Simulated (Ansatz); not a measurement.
Below is the output of a Python script on the Python package of Ansatz (0.2.0) that makes a comparison of functionals at one structure of Si₂Mo, space group I4/mmm. Write a script that gives it. Level of theory (first run): RPBE, PAW, cutoff 571 eV, 13×13×13 k-points, Fermi-Dirac smearing of 0.15 eV. The script varies functional: rpbe, pbe, pbesol.

Contents of `si2mo.cif`:
```cif
data_Si2Mo
_cell_length_a 4.535287
_cell_length_b 4.535287
_cell_length_c 4.535287
_cell_angle_alpha 138.68399
_cell_angle_beta 138.68399
_cell_angle_gamma 59.85704
_symmetry_space_group_name_H-M 'P 1'
_symmetry_Int_Tables_number 1
loop_
_symmetry_equiv_pos_as_xyz
'x, y, z'
loop_
_atom_site_label
_atom_site_type_symbol
_atom_site_fract_x
_atom_site_fract_y
_atom_site_fract_z
Si1 Si    0.333000    0.333000    0.000000
Si2 Si    0.667000    0.667000    0.000000
Mo3 Mo    0.000000    0.000000    0.000000
```

Running `python si2mo_xc.py` prints:
```text
  functional   F/atom (eV)    iterations       P (GPa)      k-points
        rpbe   -2080.73878             6         5.010           196
         pbe   -2076.37685             6         2.355           196
      pbesol   -2047.42344             6        -2.615           196
```

One script that gives this output:

The script, `si2mo_xc.py`:
```python
'''One structure of Si2Mo under several functionals.'''

import ansatz as az
from ase.io import read

OCCUPATIONS = 'fermi_dirac'
WIDTH_EV = 0.15
KMESH = (13, 13, 13)

atoms = read('si2mo.cif')
structure = az.Crystal.from_ase(atoms)

base = structure.calculation()
base = base.basis(21 * az.Ha)
base = base.occupations(OCCUPATIONS, width=WIDTH_EV)
base = base.kpoints(*KMESH).stress()

rows = []
for value in ['rpbe', 'pbe', 'pbesol']:
    summary = base.functional(value).run(threads=1, backend='cpu').report
    rows.append((value, summary['free_energy_ev'] / len(summary['lattice']['sites']), summary['n_iterations'], sum(summary['stress_gpa'][i][i] for i in range(3)) / 3, summary['n_kpoints']))

print('  functional   F/atom (eV)    iterations       P (GPa)      k-points')
for row in rows:
    print(f'{str(row[0]):>12s}  {row[1]:12.5f}  {row[2]:12d}  {row[3]:12.3f}  {row[4]:12d}')
```

From lowest to highest: PBEsol (-2.6 GPa), PBE (2.4 GPa) and RPBE (5.0 GPa). At a fixed cell a lower pressure usually means a smaller equilibrium volume, so PBEsol prefers the smallest cell and RPBE the largest.

No spin polarisation was allowed. Pressure is positive in compression. The starting cell is as deposited in a crystallographic database; the results hold for this polymorph, which needn't be the stable one. Total energies of different functionals can't be compared; pressures, moments and gaps at this one structure can. Run time: 20 s on 1 thread of Arm Neoverse V2, with other jobs on the host, peak memory 0.55 GiB.
